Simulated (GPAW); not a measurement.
The system is WAu.

```
W Au
1.0
     0.00000    2.74798    2.74798
     2.74798    0.00000    2.74798
     2.74798    2.74798    0.00000
W Au
1 1
Cartesian
  0.0000 0.0000 0.0000
  4.1220 4.1220 4.1220
```

The cell was built by a generator and needn't be a form met in nature.

```yaml
Program: GPAW 26.7.0
Task: relaxation of cell and atoms
Functional: PBE
Potentials_or_basis: GPAW PAW data sets (gpaw-data 1.2.1)
Cutoff: 600 eV
Basis: pw
k_mesh: 8 × 8 × 8
Occupations: fermi-dirac, width 0.05 eV
Spin: no spin polarisation
```

At the start: pressure 34.4 GPa; volume 20.75 Å³/atom.

Problem. Where does the relaxation end?

Solution. Over 5 steps the energy falls by 362.5 meV/atom and the volume is 24.76 Å³/atom (+19.3 %); space group F-43m (No. 216, to 0.05 Å).

Step by step:
| step | energy change (eV) | largest force (eV/Å) | pressure (GPa) | volume (Å³) |
| --- | --- | --- | --- | --- |
| 1 | 0.0000 | 0.0000 | 34.39 | 41.50 |
| 2 | -0.5853 | 0.0000 | 12.54 | 45.66 |
| 3 | -0.7190 | 0.0000 | 2.29 | 48.67 |
| 4 | -0.7248 | 0.0000 | 0.25 | 49.43 |
| 5 | -0.7249 | 0.0000 | 0.01 | 49.53 |

Final structure:
```xyz
2
Lattice="0.0000 2.9148 2.9148 2.9148 0.0000 2.9148 2.9148 2.9148 0.0000" Properties=species:S:1:pos:R:3 pbc="T T T"
W     0.0000    0.0000    0.0000
Au    4.3722    4.3722    4.3722
```

Caveat: with this Au data set, volumes or pressures lay over 1.5 % or 2 GPa off other programs in two to four cells of ten; later steps reuse the first step's grids; the volume moved by over 15 % at a fixed basis, so the end points are rough.
